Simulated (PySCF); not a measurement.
**GaAsH3F3 (SMILES [F][Ga]([F])([F])<-[AsH3]) at 5 levels**

Aim: a comparison of 5 runs (HF/def2-SVP, B3LYP/6-31G*, PBE0/def2-SVP, BP86/def2-TZVP, MP2/pcseg-1) of GaAsH3F3. Input form: a Python script.

The results are computed with PySCF 2.14.0.

**1. The molecule**

GaAsH3F3: 8 atoms, total charge 0, spin state singlet. SMILES: `[F][Ga]([F])([F])<-[AsH3]`. The shape comes from GFN2-xTB, which is rough for such elements, and wasn't checked as a minimum.

Bond lengths: Ga1–As2 2.615 Å, Ga1–F6 1.742 Å, Ga1–F7 1.743 Å, Ga1–F8 1.742 Å, As2–H3 1.489 Å, As2–H4 1.490 Å, As2–H5 1.487 Å. Some angles: As2–Ga1–F6 99.5°, As2–Ga1–F7 99.6°, As2–Ga1–F8 99.1°, F6–Ga1–F7 117.3°, F6–Ga1–F8 117.4°, F7–Ga1–F8 117.4°, Ga1–As2–H3 122.4°, Ga1–As2–H4 122.0°, Ga1–As2–H5 121.8°, H3–As2–H4 94.6°.

**2. Energy and gradient at HF/def2-SVP (run 1)**

The input, run.py:

```python
import pyscf.grad
from pyscf import gto, scf

mol = gto.Mole()
mol.atom = '''
Ga    -0.006954     0.021448    -2.829581
As     0.011981    -0.012208     2.112582
H      1.398832     1.910438     3.627348
H      0.984132    -2.204876     3.587475
H     -2.359323     0.212802     3.605144
F      3.237479    -0.018311    -3.386767
F     -1.594532     2.858986    -3.354774
F     -1.671614    -2.768279    -3.361407
'''
mol.verbose = 3
mol.max_memory = 1860
mol.unit = 'bohr'
mol.basis = 'def2-svp'
mol.build()

myscf = scf.RHF(mol)
myscf.conv_tol = 1e-10
myscf.kernel()
if not myscf.converged:
    myscf = myscf.newton().run(myscf.mo_coeff, myscf.mo_occ)

e_final = myscf.e_tot
print('E = %.10f Eh' % e_final)
grad = myscf.Gradients().kernel()
dip = myscf.dip_moment()
pop, q = myscf.mulliken_pop()
```

Command:

```bash
OMP_NUM_THREADS=1 python run.py
```

Output:

```text
converged SCF energy = -4456.87124423004
[... 9 lines left out ...]
Dipole moment(X, Y, Z, Debye):  0.02353, -0.04371,  6.08081
[... 130 lines left out ...]
charge of    7F =     -0.56279
```

Run time: 42 s. Hardware: 1 thread of Intel Xeon at 2.50GHz (Skylake/Cascade Lake), shared host; peak memory 0.32 GiB.

**3. Energy and gradient at B3LYP/6-31G(d) (Cartesian functions) (run 2)**

The input, start.xyz:

```xyz
8
AsF3GaH3
Ga    -0.003680     0.011350    -1.497350
As     0.006340    -0.006460     1.117930
H      0.740230     1.010960     1.919510
H      0.520780    -1.166770     1.898410
H     -1.248500     0.112610     1.907760
F      1.713200    -0.009690    -1.792200
F     -0.843790     1.512910    -1.775270
F     -0.884580    -1.464910    -1.778780
```

The input, job.py:

```python
# Ga(AsH3)F3
import pyscf.grad
from pyscf import gto, dft

molecule = gto.Mole()
molecule.atom = 'start.xyz'
molecule.cart = True
molecule.spin = 0
molecule.max_memory = 1860
molecule.basis = '6-31g*'
molecule.verbose = 3
molecule.build()

mf = dft.RKS(molecule)
mf.xc = 'b3lyp'
mf.conv_tol = 1e-10
mf.grids.level = 5
mf.kernel()
if not mf.converged:
    mf = mf.newton().run(mf.mo_coeff, mf.mo_occ)

energy = mf.e_tot
print('E = %.10f Eh' % energy)
grad = mf.Gradients().kernel()
dip = mf.dip_moment()
pop, q = mf.mulliken_pop()
```

Command:

```bash
OMP_NUM_THREADS=1 python job.py
```

Output:

```text
converged SCF energy = -4461.698733472
[... 9 lines left out ...]
Dipole moment(X, Y, Z, Debye):  0.02038, -0.04024,  5.67520
[... 130 lines left out ...]
charge of    7F =     -0.42245
```

Run time: 2.4 min. Hardware: 1 thread of Intel Xeon at 2.50GHz (Skylake/Cascade Lake), shared host; peak memory 1.3 GiB.

Run 3 isn't shown in full; the table further down has it.

**4. Energy and forces at BP86/def2-TZVP (run 4)**

The input, run.py:

```python
from pyscf import gto, dft

molecule = gto.M(
    atom='''
Ga  -0.003680   0.011350  -1.497350
As   0.006340  -0.006460   1.117930
H    0.740230   1.010960   1.919510
H    0.520780  -1.166770   1.898410
H   -1.248500   0.112610   1.907760
F    1.713200  -0.009690  -1.792200
F   -0.843790   1.512910  -1.775270
F   -0.884580  -1.464910  -1.778780
''',
    verbose=4,
    spin=0,
    max_memory=1860,
    basis='def2-tzvp',
)

mf = dft.RKS(molecule)
mf.xc = 'bp86'
mf.grids.level = 5
mf.conv_tol = 1e-10
mf.kernel()
if not mf.converged:
    mf = mf.newton().run(mf.mo_coeff, mf.mo_occ)

energy = mf.e_tot
print('Final energy', energy)
grad = mf.nuc_grad_method().kernel()
mf.analyze()
```

Command:

```bash
OMP_NUM_THREADS=1 python run.py
```

Output:

```text
PySCF version 2.14.0

[... 112 lines left out ...]
MO #7   energy= -45.3640866786747  occ= 2
[... 24 lines left out ...]
MO #32  energy= -0.758844148348781 occ= 2
[... 24 lines left out ...]
MO #57  energy= 0.134078692008339  occ= 0
[... 24 lines left out ...]
MO #82  energy= 0.70374144785083   occ= 0
[... 24 lines left out ...]
MO #107 energy= 1.2460070230939    occ= 0
[... 24 lines left out ...]
MO #132 energy= 2.25059530734544   occ= 0
[... 24 lines left out ...]
MO #157 energy= 3.36389072183713   occ= 0
[... 24 lines left out ...]
MO #182 energy= 6.78477606187564   occ= 0
[... 24 lines left out ...]
MO #207 energy= 56.4119258430113   occ= 0
[... 218 lines left out ...]
Dipole moment(X, Y, Z, Debye):  0.02015, -0.04072,  5.53402
```

It took 11 min on 1 thread of Intel Xeon at 2.50GHz (Skylake/Cascade Lake), shared host; peak memory 1.7 GiB.

**5. Energy and gradient at MP2/pcseg-1 (run 5)**

The input, calc.py:

```python
import pyscf.grad
from pyscf import gto, scf, mp

molecule = gto.Mole()
molecule.atom = '''
Ga      -0.003680       0.011350      -1.497350
As       0.006340      -0.006460       1.117930
H        0.740230       1.010960       1.919510
H        0.520780      -1.166770       1.898410
H       -1.248500       0.112610       1.907760
F        1.713200      -0.009690      -1.792200
F       -0.843790       1.512910      -1.775270
F       -0.884580      -1.464910      -1.778780
'''
molecule.max_memory = 1860
molecule.basis = 'pcseg-1'
molecule.verbose = 4
molecule.spin = 0
molecule.build()

mf = scf.RHF(molecule)
mf.conv_tol = 1e-10
mf.kernel()
if not mf.converged:
    mf = mf.newton().run(mf.mo_coeff, mf.mo_occ)

pt = mp.MP2(mf, frozen=21).run()
e_tot = pt.e_tot
print('E(%s) = %.9f' % ('MP2', e_tot))
grad = pt.Gradients().kernel()
mf.analyze()
```

Command:

```bash
OMP_NUM_THREADS=1 python calc.py
```

Output:

```text
PySCF version 2.14.0

[... 85 lines left out ...]
Two-electron Coulomb Energy =         2648.693511295938606
[... 15 lines left out ...]
MO #13  energy= -26.2285688091962  occ= 2
[... 13 lines left out ...]
MO #27  energy= -1.54572833286656  occ= 2
[... 13 lines left out ...]
MO #41  energy= -0.608338002024677 occ= 2
[... 13 lines left out ...]
MO #55  energy= 0.296345281728637  occ= 0
[... 13 lines left out ...]
MO #69  energy= 0.703916534255396  occ= 0
[... 13 lines left out ...]
MO #83  energy= 1.62996224396076   occ= 0
[... 13 lines left out ...]
MO #97  energy= 2.78040155200362   occ= 0
[... 13 lines left out ...]
MO #111 energy= 3.07610054038991   occ= 0
[... 122 lines left out ...]
Dipole moment(X, Y, Z, Debye):  0.02362, -0.04548,  6.28987
```

Run time: 2.1 min. Hardware: 1 thread of Intel Xeon at 2.50GHz (Skylake/Cascade Lake), shared host; peak memory 1.3 GiB.

**6. All runs side by side**

```csv
run,level,Cartesian functions,integration grid,energy (Eh),dipole moment (D) of the reference,HOMO energy (eV),LUMO energy (eV),wall time
1,HF/def2-SVP,no,–,-4456.871244,6.08,-13.10,2.50,42 s
2,B3LYP/6-31G* (Cartesian functions),yes,5,-4461.698733,5.68,-9.32,-1.08,2.4 min
3,PBE0/def2-SVP,no,5,-4460.611396,5.84,-9.70,-0.74,2.2 min
4,BP86/def2-TZVP,no,5,-4462.855974,5.53,-8.46,-2.06,11 min
5,MP2/pcseg-1,no,–,-4457.776821,6.29,-13.23,2.27,2.1 min
```

**7. What came out**

```
                                           quantity           value
                                run 5: total energy  -4457.77682 Eh
        run 5: dipole moment (Hartree–Fock density)          6.29 D
         run 5: HOMO energy (Hartree–Fock orbitals)       -13.23 eV
         run 5: LUMO energy (Hartree–Fock orbitals)         2.27 eV
       run 5: HOMO–LUMO gap (Hartree–Fock orbitals)        15.50 eV
run 5: correlation energy (21 core orbitals frozen)      -772.7 mEh
                    run 5: largest force on an atom      1.140 eV/Å
```

**Reading.** Over runs 1, 2, 3, 4 the dipole moment (its size) runs from 5.53 D (BP86/def2-TZVP) to 6.08 D (HF/def2-SVP). The two ends differ in method and basis. Over runs 1, 2, 3, 4 the HOMO–LUMO gap runs from 6.41 eV (BP86/def2-TZVP) to 15.60 eV (HF/def2-SVP). Totals of different functionals can't be ranked against each other. All runs together took 18 min, the longest 11 min.
